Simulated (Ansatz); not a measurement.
# C₃H₆F₃N: small, medium and large basis sets

The task here is to estimate one member of a computed series from the others.

The runs use Ansatz 0.2.0, Gaussian basis; one geometry, several basis sets.

Plan: PBE0-D4/def2-SVP; ωB97M-V/def2-SVP; PBE0-D4/def2-QZVPP; ωB97M-V/def2-QZVPP; the functionals' def2-TZVPP values are taken from earlier runs.

### The geometry

An earlier PBE0-D4 in a triple-zeta def2 set relaxation fixed the geometry.

SMILES `CNCC(F)(F)F`, 13 atoms, charge 0, spin multiplicity 1.

Atoms are counted from 1 here; the program's logs count them from 0.

Bond lengths: C1–N2 1.446 Å, C1–H8 1.093 Å, C1–H9 1.102 Å, C1–H10 1.091 Å, N2–C3 1.437 Å, N2–H11 1.012 Å, C3–C4 1.509 Å, C3–H12 1.094 Å, C3–H13 1.103 Å, C4–F5 1.333 Å, C4–F6 1.340 Å, C4–F7 1.344 Å. Angles: N2–C1–H8 109.5°, N2–C1–H9 114.0°, N2–C1–H10 109.4°, H8–C1–H9 107.7°, H8–C1–H10 107.6°, H9–C1–H10 108.3°, C1–N2–C3 112.9°, C1–N2–H11 110.4°, C3–N2–H11 109.9°, N2–C3–C4 111.1°, N2–C3–H12 109.5°, N2–C3–H13 114.8°, C4–C3–H12 106.9°, C4–C3–H13 106.8°, H12–C3–H13 107.3°, C3–C4–F5 112.9°, C3–C4–F6 110.4°, C3–C4–F7 111.3° and more.

Set-up of the first run:

The input, in.yaml:

```yaml
crystal:
  periodic: [false, false, false]
  atoms:
    - {symbol: C, position_ang: [-0.101271, -1.918051, 0.033197]}
    - {symbol: N, position_ang: [0.078449, -0.583280, 0.560872]}
    - {symbol: C, position_ang: [-0.035984, 0.435989, -0.444949]}
    - {symbol: C, position_ang: [0.282085, 1.797344, 0.122962]}
    - {symbol: F, position_ang: [1.539701, 1.898668, 0.551592]}
    - {symbol: F, position_ang: [0.093879, 2.746938, -0.803986]}
    - {symbol: F, position_ang: [-0.518493, 2.091099, 1.162286]}
    - {symbol: H, position_ang: [0.710931, -2.149064, -0.661256]}
    - {symbol: H, position_ang: [-1.053073, -2.064724, -0.502934]}
    - {symbol: H, position_ang: [-0.052678, -2.640511, 0.849013]}
    - {symbol: H, position_ang: [-0.582505, -0.406919, 1.306446]}
    - {symbol: H, position_ang: [0.689231, 0.246410, -1.241224]}
    - {symbol: H, position_ang: [-1.029872, 0.511502, -0.917321]}
basis:
  gaussian: {orbitals: def2-SVP}
hamiltonian: {xc: pbe0, dispersion: d4}
output: {orbitals: {seedname: orbitals}}
```

Command:

```
> ansatz run in.yaml --threads 2 --pin off --events-out ev --progress --plain --max-ram 20480MiB --backend cpu
```

Among the steps run: PBE0-D4 in def2-SVP; ωB97M-V in def2-SVP; PBE0-D4 in def2-QZVPP; ωB97M-V in def2-QZVPP.

One of the session's tables, all rows but one given; the rest of the session is left out.

It belongs to the step «Functionals by basis». 

```
functional       basis  HOMO (eV)  LUMO (eV)
   PBE0-D4    def2-SVP          ?          ?
   PBE0-D4  def2-TZVPP      -7.05       0.99
   PBE0-D4  def2-QZVPP      -7.09       0.54
   ωB97M-V    def2-SVP      -9.23       3.32
   ωB97M-V  def2-TZVPP      -9.44       2.44
   ωB97M-V  def2-QZVPP      -9.48       1.68
```

Estimate the missing values for PBE0-D4, def2-SVP.

**Answer.** HOMO (eV): -6.85; LUMO (eV): 1.65. In the column «HOMO (eV)» it is the highest.
